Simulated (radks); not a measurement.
# Numerical settings for Be⁺

Aim: see which numerical settings matter for the beryllium ion Be+. Each run changes a setting or two against a run with the defaults. The defaults are a mesh step of 0.008 in ln r, a mesh end at 40 bohr or more, Anderson mixing 0.5 over 9 steps and a tight residual threshold, with the energy settled to 1e-9 hartree as well; every run has a cap on iterations.

The numbers are computed with radks (a radial shooting solver on a logarithmic mesh, Libxc functionals) version 1 (scalar-relativistic Kohn-Sham, LDA (Slater exchange, Perdew-Wang correlation), spin-polarised, spherical densities, point nucleus; open shells are filled with parallel spins first), except any that are marked as measured or tabulated.

**1. Starting point**

* element: beryllium (Z = 4)
* charge: +1
* electrons: 3
* configuration: [He] 2s1

Outer shells as boxes (Hund's rule):

Be⁺
```
[He] core
2s [↑ ]
```

**2. Default settings**

The run's settings:

```text
Z 4
configuration [He] 2s1
relativity scalar-relativistic
functional lda,pw
spin polarised
nucleus point
c 137.035999084
max_iterations 83
```

The run is started by

```sh
> python run_ks.py task.json out
```

All runs below come from this command, one after another.

**3. Mesh step in ln r 0.08**

Changes since step 2:

```diff
@@ -7,2 +7,3 @@
 c 137.035999084
+mesh_step 0.08
 max_iterations 83
```

**4. Mesh step in ln r 0.12**

Changes since step 3:

```diff
@@ -7,3 +7,3 @@
 c 137.035999084
-mesh_step 0.08
+mesh_step 0.12
 max_iterations 83
```

**5. Mesh step in ln r 0.003**

Changes since step 4:

```diff
@@ -7,3 +7,3 @@
 c 137.035999084
-mesh_step 0.12
+mesh_step 0.003
 max_iterations 83
```

**6. Mesh end (bohr) 20**

Changes since step 5:

```diff
@@ -7,3 +7,3 @@
 c 137.035999084
-mesh_step 0.003
+mesh_end 20
 max_iterations 83
```

**7. Mesh end (bohr) 8**

Changes since step 6:

```diff
@@ -7,3 +7,3 @@
 c 137.035999084
-mesh_end 20
+mesh_end 8
 max_iterations 83
```

**8. Residual threshold 1e-13**

Changes since step 7:

```diff
@@ -7,3 +7,3 @@
 c 137.035999084
-mesh_end 8
+threshold 1e-13
 max_iterations 83
```

**9. Residual threshold 1e-05**

Changes since step 8:

```diff
@@ -7,3 +7,3 @@
 c 137.035999084
-threshold 1e-13
+threshold 1e-05
 max_iterations 83
```

**10. Mixing 2.5**

Changes since step 9:

```diff
@@ -7,3 +7,3 @@
 c 137.035999084
-threshold 1e-05
+mixing 2.5
 max_iterations 83
```

**11. Mixing history 1, mixing 0.05**

Changes since step 10:

```diff
@@ -7,3 +7,4 @@
 c 137.035999084
-mixing 2.5
+history 1
+mixing 0.05
 max_iterations 83
```

**12. Mixing history 1, mixing 0.2**

Changes since step 11:

```diff
@@ -8,3 +8,3 @@
 history 1
-mixing 0.05
+mixing 0.2
 max_iterations 83
```

**13. Mixing history 2**

Changes since step 12:

```diff
@@ -7,4 +7,3 @@
 c 137.035999084
-history 1
-mixing 0.2
+history 2
 max_iterations 83
```

**14. Iteration cap 8**

Changes since step 13:

```diff
@@ -7,3 +7,2 @@
 c 137.035999084
-history 2
-max_iterations 83
+max_iterations 8
```

**Question.** What will these runs give? Wanted: for each run, setting; iterations; converged; change of E.

As calculated:

```
                      setting  mesh points  iterations  converged  change of E (mhartree)    time
             Default settings         2476          13        yes                       0  0.07 s
       mesh step in ln r 0.08          248          13        yes                       0  0.02 s
       mesh step in ln r 0.12          166          83         no                       -  0.17 s
      mesh step in ln r 0.003         6603          13        yes                       0  0.18 s
           mesh end (bohr) 20         2390          13        yes                       0  0.07 s
            mesh end (bohr) 8         2275          13        yes                +0.08862  0.07 s
     residual threshold 1e-13         2476          17        yes                       0  0.09 s
     residual threshold 1e-05         2476           8        yes                       0  0.05 s
                   mixing 2.5         2476          13        yes                       0  0.07 s
mixing history 1, mixing 0.05         2476          83         no                       -  0.35 s
 mixing history 1, mixing 0.2         2476          83         no                       -  0.32 s
             mixing history 2         2476          20        yes                       0  0.09 s
              iteration cap 8         2476           8         no                       -  0.04 s
```

In words: A zero stands for a change under the printed digits. No run that converges misses the default energy by more than 1 mhartree. Not converged or rejected: mesh step in ln r 0.12; mixing history 1, mixing 0.05; mixing history 1, mixing 0.2; iteration cap 8.
